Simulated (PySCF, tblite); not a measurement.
# C3H11OPSi2: geometry, infrared bands and NMR shifts

Aim: predict the infrared bands and NMR shifts of C3H11OPSi2 (`C[Si@]1(P)CC[SiH2]O1`).

Computed with tblite 0.8.0 and PySCF 2.14.0, with density-fitted response routines of our own, on a single molecule in the gas phase. Atoms are numbered from 0 throughout.

**1. The molecule as given**

18 atoms, charge 0, multiplicity 1; geometry from: force field or distance geometry start.

Bonds of the start (Å): C0–Si1 1.86, Si1–P2 2.19, Si1–C3 1.87, C3–C4 1.51, C4–Si5 1.87, Si5–O6 1.73, O6–Si1 1.73, C0–H7 1.12, C0–H8 1.12, C0–H9 1.11, P2–H10 1.46, P2–H11 1.44, C3–H12 1.12, C3–H13 1.10, C4–H14 1.12, C4–H15 1.10, Si5–H16 1.45, Si5–H17 1.47.

**2. Relaxing the molecule with GFN2-xTB**

What the job is given:

```
{"job": {"kind": "relax", "xc": "GFN2-xTB", "basis": "xTB"}, "charge": 0, "multiplicity": 1}
C      0.658900     1.722100    -0.442600
Si     0.727700     0.062500     0.386200
P      2.772500    -0.472700     0.973700
C     -0.127000    -1.254800    -0.634400
C     -1.503100    -0.656700    -0.756300
Si    -1.848200     0.282200     0.822400
O     -0.373100     0.134400     1.716700
H      0.041900     2.416100     0.184100
H      0.219700     1.620700    -1.464600
H      1.684100     2.137600    -0.474500
H      3.422800    -1.016600    -0.216200
H      2.859300    -1.463700     2.013000
H     -0.220700    -2.147200     0.028700
H      0.385100    -1.440700    -1.585400
H     -1.472500     0.047400    -1.626200
H     -2.268400    -1.432200    -0.925000
H     -2.998500    -0.223800     1.549100
H     -1.969200     1.691600     0.439500
```

The run is started by

```sh
$ OMP_NUM_THREADS=1 python probes_run.py task.json out
```

The driver reads the jobs from task.json and runs them one after another.

**Question.** This job is followed by: GFN2-xTB harmonic vibrations, gas phase; GIAO PBE0/pcSseg-1 NMR shielding, non-relativistic, gas phase. What will the session give for the following? strongest single infrared mode (GFN2-xTB); zero-point energy (GFN2-xTB); 13C shifts against TMS (PBE0/pcSseg-1); 1H shifts against TMS (PBE0/pcSseg-1, means over atoms taken as alike); 29Si shifts against TMS (PBE0/pcSseg-1); 31P shifts against H3PO4 (PBE0/pcSseg-1); 17O shifts against H2O (PBE0/pcSseg-1).

**Answer**, as computed:

| quantity | value |
| --- | --- |
| strongest single infrared mode (GFN2-xTB) | 918 cm⁻¹, 469 km/mol |
| zero-point energy (GFN2-xTB) | 82.2 kcal/mol |
| 13C shifts against TMS (PBE0/pcSseg-1) | 18.0, 9.6, 3.3 ppm |
| 1H shifts against TMS (PBE0/pcSseg-1, means over atoms taken as alike) | 5.10, 4.96, 1.31, 1.12, 1.06, 0.91, 0.82, 0.20 ppm |
| 29Si shifts against TMS (PBE0/pcSseg-1) | 41.0, -6.1 ppm |
| 31P shifts against H3PO4 (PBE0/pcSseg-1) | -287.0 ppm |
| 17O shifts against H2O (PBE0/pcSseg-1) | 57.9 ppm |

**Reading.** Relaxing lowered the energy by 1.565 eV in 126 steps; the close pair that moved most is Si5–O6, from 1.731 to 1.635 Å. No mode is imaginary among the 48: a minimum at this level. The strongest single mode, at 918 cm⁻¹, moves mainly O6. GFN2-xTB is a fitted tight-binding method: band positions and strengths are rough. Its intensities can rank the bands wrongly.
